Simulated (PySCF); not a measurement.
# C₄H₁₁GaO: NMR shifts, electronic excitations and K edges in gas and solvents, part 2 of 2

PySCF 2.14.0. Atoms count from 0.

## 6. TDDFT and polarisability: CAM-B3LYP/def2-SVPD in acetone

The job: settings as JSON, then the geometry in Å.

```
{"job": {"kind": "uv", "xc": "CAM-B3LYP", "basis": "def2-SVPD", "solvent": "acetone", "nstates": 6, "ntriplets": 0}, "charge": 0, "multiplicity": 1}
Ga     2.384515     0.507484    -0.349867
O      0.623698     0.055126     0.748930
C     -0.203709     1.149088     1.149450
C     -1.295337     1.241585     0.081821
C     -1.298805    -0.154508    -0.575323
C     -0.255889    -0.937376     0.218359
H      1.668072     1.143118    -1.616821
H      2.921862    -0.971925    -0.477498
H      3.025649     1.499709     0.697053
H     -0.618763     0.916879     2.145026
H      0.436836     2.036543     1.232316
H     -1.049900     2.016197    -0.657206
H     -2.264724     1.502253     0.529159
H     -1.000589    -0.083302    -1.630258
H     -2.282386    -0.643034    -0.536943
H     -0.706099    -1.484315     1.064814
H      0.348850    -1.635976    -0.373969
```

Method: TDDFT CAM-B3LYP/def2-SVPD, vertical, IEF-PCM acetone (non-equilibrium linear response), core orbitals frozen in the response.

Output:

```text
coarse grid: 60512 points
cycle   1  E = -2158.6411038365  dE =  8.857e-02  |g| = 6.238e-01  |ddm| = 6.577e+00
cycle   2  E = -2158.6290218019  dE =  1.208e-02  |g| = 7.221e-01  |ddm| = 1.379e+00
cycle   3  E = -2158.7002134999  dE = -7.119e-02  |g| = 6.514e-02  |ddm| = 8.155e-01
cycle   4  E = -2158.7008617779  dE = -6.483e-04  |g| = 3.785e-02  |ddm| = 1.119e-01
cycle   5  E = -2158.7010975516  dE = -2.358e-04  |g| = 5.936e-03  |ddm| = 4.207e-02
cycle   6  E = -2158.7011027184  dE = -5.167e-06  |g| = 1.849e-03  |ddm| = 1.277e-02
final grid: 128424 points
cycle   7  E = -2158.7010727004  dE = -3.048e-07  |g| = 1.803e-03  |ddm| = 1.171e-02
cycle   8  E = -2158.7010727298  dE = -2.939e-08  |g| = 1.877e-03  |ddm| = 5.508e-03
cycle   9  E = -2158.7010733057  dE = -5.759e-07  |g| = 1.529e-04  |ddm| = 2.651e-03
cycle  10  E = -2158.7010733098  dE = -4.094e-09  |g| = 2.076e-05  |ddm| = 2.108e-04
cycle  11  E = -2158.7010733100  dE = -2.005e-10  |g| = 1.581e-05  |ddm| = 8.384e-05
converged SCF energy = -2158.7010733100

Static polarisability (au): isotropic 111.973, principal 104.569 114.295 117.057

Singlet excitations
state   eV       nm        f      main configurations
  1   6.6855    185.5   0.00434   H->L 0.86
  2   6.8885    180.0   0.00381   H-1->L 0.88
  3   7.4312    166.8   0.19551   H->L+1 0.86
  4   7.6346    162.4   0.23633   H-1->L+1 0.86
  5   7.9573    155.8   0.01416   H-2->L 0.59, H-2->L+1 0.21
  6   8.1215    152.7   0.00774   H->L+3 0.45, H-1->L+4 0.26, H->L+6 0.12
```

Run time: 87 s. Hardware: 1 thread of Arm Neoverse N1, shared host; peak memory 1.2 GiB.

This run: HOMO -9.20 eV, LUMO 0.90 eV; lowest singlet 6.69 eV.

## 7. Excited states and response: CAM-B3LYP/def2-SVPD in cyclohexane

Settings changed since step 6:

```diff
@@ -1,2 +1,2 @@
-{"job": {"kind": "uv", "xc": "CAM-B3LYP", "basis": "def2-SVPD", "solvent": "acetone", "nstates": 6, "ntriplets": 0}, "charge": 0, "multiplicity": 1}
+{"job": {"kind": "uv", "xc": "CAM-B3LYP", "basis": "def2-SVPD", "solvent": "cyclohexane", "nstates": 6, "ntriplets": 0}, "charge": 0, "multiplicity": 1}
 Ga     2.384515     0.507484    -0.349867
```

Method: TDDFT CAM-B3LYP/def2-SVPD, vertical, IEF-PCM cyclohexane (non-equilibrium linear response), core orbitals frozen in the response.

Output:

```text
coarse grid: 60512 points
cycle   1  E = -2158.6346531111  dE =  9.458e-02  |g| = 6.284e-01  |ddm| = 6.584e+00
cycle   2  E = -2158.6214398389  dE =  1.321e-02  |g| = 7.315e-01  |ddm| = 1.408e+00
cycle   3  E = -2158.6951880015  dE = -7.375e-02  |g| = 6.779e-02  |ddm| = 8.360e-01
cycle   4  E = -2158.6958803954  dE = -6.924e-04  |g| = 3.912e-02  |ddm| = 1.218e-01
cycle   5  E = -2158.6961295134  dE = -2.491e-04  |g| = 5.960e-03  |ddm| = 4.378e-02
cycle   6  E = -2158.6961347395  dE = -5.226e-06  |g| = 1.854e-03  |ddm| = 1.356e-02
final grid: 128424 points
cycle   7  E = -2158.6961039014  dE = -2.602e-07  |g| = 1.829e-03  |ddm| = 1.204e-02
cycle   8  E = -2158.6961039273  dE = -2.590e-08  |g| = 1.905e-03  |ddm| = 5.677e-03
cycle   9  E = -2158.6961045219  dE = -5.946e-07  |g| = 1.416e-04  |ddm| = 2.742e-03
cycle  10  E = -2158.6961045251  dE = -3.223e-09  |g| = 1.506e-05  |ddm| = 2.028e-04
cycle  11  E = -2158.6961045252  dE = -7.776e-11  |g| = 1.202e-05  |ddm| = 7.195e-05
converged SCF energy = -2158.6961045252

Static polarisability (au): isotropic 92.927, principal 85.921 95.385 97.476

Singlet excitations
state   eV       nm        f      main configurations
  1   6.5534    189.2   0.00487   H->L 0.57, H->L+1 0.33
  2   6.7357    184.1   0.00621   H-1->L 0.55, H-1->L+1 0.34
  3   7.3016    169.8   0.18596   H->L+1 0.61, H->L 0.29
  4   7.4879    165.6   0.22933   H-1->L+1 0.61, H-1->L 0.29
  5   8.0040    154.9   0.01847   H->L+3 0.34, H-1->L+5 0.27, H->L+6 0.25
  6   8.0191    154.6   0.00225   H-2->L 0.67, H->L+2 0.11
```

Wall time 85 s (1 thread of Arm Neoverse N1, shared host); peak memory 1.2 GiB.

In short: HOMO -8.98 eV, LUMO 0.93 eV; lowest singlet 6.55 eV.

## 8. Core excitations: BHandHLYP/def2-SVPD+aug-pcX-1+pcseg-1

Settings changed since step 7:

```diff
@@ -1,2 +1,2 @@
-{"job": {"kind": "uv", "xc": "CAM-B3LYP", "basis": "def2-SVPD", "solvent": "cyclohexane", "nstates": 6, "ntriplets": 0}, "charge": 0, "multiplicity": 1}
+{"job": {"kind": "xas", "xc": "BHandHLYP", "basis": {"default": "aug-pcX-1", "H": "pcseg-1", "Ga": "def2-SVPD"}}, "charge": 0, "multiplicity": 1}
 Ga     2.384515     0.507484    -0.349867
```

Level: core-valence-separated TDA BHandHLYP/aug-pcX-1 H:pcseg-1 Ga:def2-SVPD, K edges, non-relativistic, gas phase.

Output:

```text
coarse grid: 60512 points
cycle   1  E = -2158.5987470945  dE =  1.112e-01  |g| = 5.335e-01  |ddm| = 4.500e+00
cycle   2  E = -2158.6075471454  dE = -8.800e-03  |g| = 5.393e-01  |ddm| = 8.127e-01
cycle   3  E = -2158.6494487989  dE = -4.190e-02  |g| = 7.072e-02  |ddm| = 3.953e-01
cycle   4  E = -2158.6501779138  dE = -7.291e-04  |g| = 3.508e-02  |ddm| = 9.768e-02
cycle   5  E = -2158.6503751605  dE = -1.972e-04  |g| = 4.859e-03  |ddm| = 3.454e-02
cycle   6  E = -2158.6503785548  dE = -3.394e-06  |g| = 1.253e-03  |ddm| = 6.143e-03
final grid: 128424 points
cycle   7  E = -2158.6503598097  dE = -1.926e-07  |g| = 1.183e-03  |ddm| = 7.186e-03
cycle   8  E = -2158.6503598369  dE = -2.712e-08  |g| = 1.168e-03  |ddm| = 2.087e-03
cycle   9  E = -2158.6503600294  dE = -1.925e-07  |g| = 5.715e-05  |ddm| = 9.383e-04
cycle  10  E = -2158.6503600299  dE = -5.375e-10  |g| = 1.189e-05  |ddm| = 6.382e-05
converged SCF energy = -2158.6503600299

C K edge
   eV          f      from atoms
  285.734   0.00746   C3 C4
  285.743   0.02557   C4 C3
  286.222   0.01409   C3
  286.247   0.03230   C4
  286.721   0.05282   C2
  286.743   0.04548   C5
  286.858   0.00435   C3
  286.877   0.00640   C4
  286.940   0.00518   C4
  286.959   0.00635   C3
  287.387   0.00778   C4
  287.415   0.01505   C5
  287.417   0.01026   C3 C2
  287.421   0.01640   C2 C3
  287.780   0.02658   C2
  287.795   0.03147   C5
  288.017   0.00493   C3
  288.020   0.00275   C4
  288.067   0.02135   C4
  288.087   0.01128   C3

O K edge
   eV          f      from atoms
  534.383   0.00238   O1
  534.773   0.04979   O1
  535.135   0.01296   O1
  535.546   0.01750   O1
  535.873   0.00189   O1
  535.975   0.00517   O1
  536.251   0.00794   O1
  536.600   0.00002   O1
```

Run time: 52 s. Hardware: 1 thread of Arm Neoverse N1, shared host; peak memory 0.97 GiB.

## 9. Comparing the runs: NMR shifts

Shifts (ppm), means over like atoms, with basis size and wall time:

```tsv
run	C2	C3	H6	H9	H11	Ga0	O1	functions	time
PBE0/pcSseg-1 in acetone	74.3	25.6	4.29	3.87	1.98	236	64.3	181	48 s
PBE0/pcSseg-1 in cyclohexane	73.5	25.1	4.49	3.80	1.94	258	62.7	181	43 s
```

The continuum's effect on the ground state:

```tsv
solvent	ε	polarisation energy (Eh)	μ (D)
cyclohexane	2.02	-0.0041	5.14
acetone	20.49	-0.0101	5.68
```

## 10. Side by side: electronic excitations

Excitations and ground-state properties, with basis size and wall time:

```tsv
run	lowest singlet (eV)	brightest (eV)	f	gap (eV)	α (Å³)	μ (D)	functions	time
CAM-B3LYP/def2-SVPD	6.49	7.42	0.139	9.67	12.24	4.65	229	1.8 min
CAM-B3LYP/def2-SVPD in acetone	6.69	7.63	0.236	10.09	16.59	5.69	229	87 s
CAM-B3LYP/def2-SVPD in cyclohexane	6.55	7.49	0.229	9.92	13.77	5.08	229	85 s
```

The continuum's effect on the ground state:

```tsv
solvent	ε	polarisation energy (Eh)	μ (D)
cyclohexane	2.02	-0.0041	5.08
acetone	20.49	-0.0102	5.69
```

## 11. What came out

What follows sums up all 2 parts.

```
                                                                        quantity                                                  value
                                            rotational constants (main isotopes)                                   4.71, 1.30, 1.22 GHz
13C shifts against TMS (PBE0/pcSseg-1, acetone, means over atoms taken as alike)                                         74.3, 25.6 ppm
 1H shifts against TMS (PBE0/pcSseg-1, acetone, means over atoms taken as alike)                                   4.29, 3.87, 1.98 ppm
                              71Ga shifts against GaH4- (PBE0/pcSseg-1, acetone)                                                236 ppm
                                 17O shifts against H2O (PBE0/pcSseg-1, acetone)                                               64.3 ppm
                                            lowest singlet (CAM-B3LYP/def2-SVPD)                            6.49 eV (191 nm), f = 0.004
                                        brightest single state of those computed                            state 4, 7.42 eV, f = 0.139
                                                                        C K edge  first line 285.73 eV, strongest 286.72 eV (f = 0.053)
                                                                        O K edge  first line 534.38 eV, strongest 534.77 eV (f = 0.050)
                                                       range of the shift of Ga0                                         236 to 258 ppm
                                                     range of the lowest singlet                                        6.49 to 6.69 eV
```

In words: The optimisation took 7 steps and gained 0.141 eV; among the close pairs (by a distance rule), Ga0–H7 changed most, from 1.518 to 1.579 Å. No frequency check was run at this level, so the end point may be a saddle. At PBE0/pcSseg-1: The largest span, 182 ppm, is at Ga0, where the paramagnetic term is -1182 ppm. The first singlet state (HOMO→LUMO+1 0.43, HOMO→LUMO 0.43) lies at 6.49 eV and is weak; of the 6 states computed, the strongest absorption comes from state 4 at 7.42 eV. At the C edge the strongest single line lifts a 1s electron of C2 into several orbitals, led by LUMO+3 (weight 0.20), 1.0 eV above the first line. At the O edge the strongest single line lifts a 1s electron of O1 into several orbitals, led by LUMO+1 (weight 0.24), 0.4 eV above the first line. Absolute edge energies from this method are off by several eV; spacings are better. Across the 2 runs the shift of Ga0 moves most, between 236 (PBE0/pcSseg-1 in acetone) and 258 ppm (PBE0/pcSseg-1 in cyclohexane). Part of that comes from the computed reference. The continuum holds electrostatics alone: no hydrogen bonds to the solvent, and the gas-phase geometry is kept. The lowest singlet runs from 6.49 eV (CAM-B3LYP/def2-SVPD) to 6.69 eV (CAM-B3LYP/def2-SVPD in acetone), while the orbital gap spans 9.67 to 10.09 eV. The lowest state need not be the same one in every run. Spin-orbit coupling is left out, which matters for shieldings and couplings at and beside the heavy atoms.
